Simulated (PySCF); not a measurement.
# NdS4 (Nd(S2)2-): the cost of one run

The runs use PySCF 2.14.0; PBE, Nd lcecp-1-SVP with ECP49, S def2-SVP; scalar-relativistic core potentials, no spin–orbit coupling.

2 further runs of the same task are left out: 2 for a known fault of the program. Runs told in other sessions of the task aren't counted.

## Step 1: Starting geometry

5 atoms, charge -1, spin multiplicity 1.

Bond lengths: Nd1–S2 2.776 Å, Nd1–S3 2.776 Å, Nd1–S4 2.776 Å, Nd1–S5 2.776 Å, S2–S3 2.070 Å, S4–S5 2.070 Å. Angles: S2–Nd1–S3 43.8°, S2–Nd1–S4 149.4°, S2–Nd1–S5 149.4°, S3–Nd1–S4 149.4°, S3–Nd1–S5 149.4°, S4–Nd1–S5 43.8°, Nd1–S2–S3 68.1°, Nd1–S3–S2 68.1°, Nd1–S4–S5 68.1°, Nd1–S5–S4 68.1°.

Geometry (Å):

```xyz
5

Nd    0.0000    0.0000    0.0000
S     0.7319    0.7319    2.5762
S    -0.7319   -0.7319    2.5762
S     0.7319   -0.7319   -2.5762
S    -0.7319    0.7319   -2.5762
```

Formal oxidation states: Nd +3. Each metal's 3 4f electrons lie in its core potential, so multiplicities, spins and levels count the valence alone.

## Step 2: SCF at the start, singlet

run.py (the lines that set the calculation) reads:

```python
mol = gto.M(atom='''
Nd     0.00000     0.00000     0.00000
S      0.73190     0.73190     2.57620
S     -0.73190    -0.73190     2.57620
S      0.73190    -0.73190    -2.57620
S     -0.73190     0.73190    -2.57620''',
    basis={'Nd': 'lcecp-1-SVP', 'S': 'def2-SVP'},
    ecp={'Nd': 'lcecp-1-SVP'},
    charge=-1, spin=0)
mf = dft.RKS(mol, xc='PBE')
mf.grids.atom_grid = (50, 194)  # f atoms: unpruned, at least (60, 302)
mf = mf.density_fit()  # fitting sets: Nd AutoAux, S def2-universal-JKFIT
mf.conv_tol = 1e-08; mf.max_cycle = 55
mf.kernel(dm0)  # dm0: free metal ions and neutral atoms
```

Run with:

```bash
> OMP_NUM_THREADS=2 python run.py
```

What time and memory should one allow on 2 threads of Intel Xeon 6975P-C (Granite Rapids), shared host?

About 3.6 s, with a peak of 0.48 GiB.
